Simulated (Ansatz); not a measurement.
The same calculation of BrFGaH, SMILES [F][GaH][Br] as a Python script and as an input file (Ansatz 0.2.0, Python API).

The cells in order, each with its output:

```python
import ansatz as az
```

```python
molecule = (
    az.Crystal.molecule()
    .atom("F", [-1.714, -0.462, 0.1803])
    .atom("Ga", [-0.0948, 0.1295, -0.3793])
    .atom("Br", [1.5654, -1.2666, 0.7665])
    .atom("H", [0.2989, 1.5387, -0.5878])
)
```

```python
calculation = (
    molecule.calculation()
    .basis(gaussian="def2-SVP")
    .correlation(active_electrons=4, active_orbitals=4)
)
for method in [None]:
    data = (calculation if method is None else calculation.correlation(method)).run().report
    space = data["configurations"]
    state = space["states"][0]
    print(method or "casscf", f"total {data['free_energy_ev'] / 27.211386246:.6f} Ha, active-space state {state['energy']['hartree']:.6f} Ha, mean field {data['reference_energy_ev'] / 27.211386246:.6f} Ha")
    print("  determinants", state["n_determinants"], " natural occupations", [round(n, 3) for n in space["natural_occupations"]])
```

    casscf total -4595.172601 Ha, active-space state -4595.172601 Ha, mean field -4595.118447 Ha
      determinants 36  natural occupations [1.982, 1.976, 0.024, 0.017]

`input.yaml`:
```yaml
crystal:
  periodic: [false, false, false]
  atoms:
    - { symbol: F, position_ang: [-1.714, -0.462, 0.1803] }
    - { symbol: Ga, position_ang: [-0.0948, 0.1295, -0.3793] }
    - { symbol: Br, position_ang: [1.5654, -1.2666, 0.7665] }
    - { symbol: H, position_ang: [0.2989, 1.5387, -0.5878] }
basis:
  gaussian:
    orbitals: def2-SVP
correlation:
  active_space:
    window:
      electrons: 4
      orbitals: 4
```

Total energies depend on the basis set; only differences at equal settings carry meaning. The geometry is a force-field or estimated start, not a minimum of this method, and the basis set is short of its limit. The active space starts as a window about the frontier orbitals and is then optimised, not chosen by chemistry. It ran for 32 s on 1 thread of Arm Neoverse V1, on a shared host, peak memory 0.31 GiB.
